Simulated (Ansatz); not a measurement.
# GeC+ (quartet): wave-function methods side by side at distance Ge1–C2 = 1.910 Å, cc-pVDZ

How much of the correlation energy of GeC+ (quartet) does each wave-function method recover here?

Computed with Ansatz 0.2.0, Gaussian basis. Level: cc-pVDZ, core rule «outside noble gas», up to 15 orbitals frozen.

Plan: UHF; CCSD(T) on ROHF; CCSD(T) on UHF; BCCD(T) on ROHF; CISD; CCSDT(Q) on ROHF; CCSDT(Q) on UHF; CASSCF and MRCISD+Q, 5 electrons in 5 orbitals; CASSCF and NEVPT2, 5 electrons in 5 orbitals; CASSCF and MRCISD+Q, 7 electrons in 8 orbitals; CASSCF and NEVPT2, 7 electrons in 8 orbitals; Full CI.

15 further runs of the same task are left out: 11 that didn't finish, 4 set aside as unsound or not needed.

## Step 1: The system

The geometry derives from a PBE0/def2-TZVP stationary point (not a proven minimum). One bond is set to the value named and the two fragments are kept rigid. No spin-orbit coupling is included. The filled d shell of Ge may be among the frozen orbitals whatever the setting's name suggests; the logs give the count.

2 atoms, charge 1, spin multiplicity 4.

Atoms are counted from 1 here; the program's logs count them from 0.

Bond lengths: Ge1–C2 1.910 Å.

## Step 2: UHF

Contents of in.yaml:

```yaml
crystal:
  periodic: [false, false, false]
  atoms:
    - {symbol: Ge, position_ang: [0.000000, 0.000000, 0.000000]}
    - {symbol: C, position_ang: [0.000000, 0.000000, 1.910400]}
basis:
  gaussian: {orbitals: cc-pVDZ}
total_charge: 1
magnetization: {spin_polarized: true, initial_magnetization: 3}
hamiltonian: {xc: hf}
output: {orbitals: {seedname: orbitals}}
```

Launch:

```
$ ansatz run in.yaml --threads 1 --pin off --events-out ev --progress --plain --max-ram 2393MiB
```

Further steps of the session: CCSD(T) on ROHF; CCSD(T) on UHF; BCCD(T) on ROHF; CISD; CCSDT(Q) on ROHF; CCSDT(Q) on UHF; CASSCF and MRCISD+Q, 5 electrons in 5 orbitals; CASSCF and NEVPT2, 5 electrons in 5 orbitals; CASSCF and MRCISD+Q, 7 electrons in 8 orbitals; CASSCF and NEVPT2, 7 electrons in 8 orbitals; Full CI.

Before running them: what should the planned runs give, taken together? Wanted: FCI below the RHF energy; RMP2 from FCI; UMP2 from FCI; RCCSD from FCI; RCCSD(T) from FCI; UCCSD(T) from FCI; RCCSDT(Q) from FCI; UCCSDT(Q) from FCI; NEVPT2 pair from FCI.

The runs gave:

```
                         quantity                                                   value
         FCI below the RHF energy                                              -4.1163 eV
                    RMP2 from FCI                                             +1116.6 meV
                    UMP2 from FCI                                             +1114.9 meV
                   RCCSD from FCI                                              +219.8 meV
                RCCSD(T) from FCI                                               +61.2 meV
                UCCSD(T) from FCI                                               +58.0 meV
               RCCSDT(Q) from FCI                                                +0.2 meV
               UCCSDT(Q) from FCI                                                -4.3 meV
             NEVPT2 pair from FCI                                             +1134.1 meV
           MRCISD+Q pair from FCI                                              +147.3 meV
          NEVPT2 valence from FCI                                              +514.7 meV
levels within 1 kcal/mol (43 meV)  RCCSDT, UCCSDT, RCCSDT(Q), UCCSDT(Q), MRCISD+Q valence
                    T1 diagnostic                                                   0.055
   effectively unpaired electrons                                                    3.08
```

RCCSD(T) lands +61.2 meV from the yardstick (1.5 % of the correlation energy). UCCSDT(Q) falls below full CI: unrestricted runs freeze a spin-polarised core, another one than full CI's, and coupled cluster isn't variational. The occupations are near whole numbers, but T1 = 0.055 shows that the orbitals relax strongly. Of the multireference levels listed MRCISD+Q valence comes nearest in total energy (+4.3 meV), which doesn't show that its space is the better one. These misses are within one basis, not against nature; the frozen cores of restricted and unrestricted runs differ, which can shift their rows.
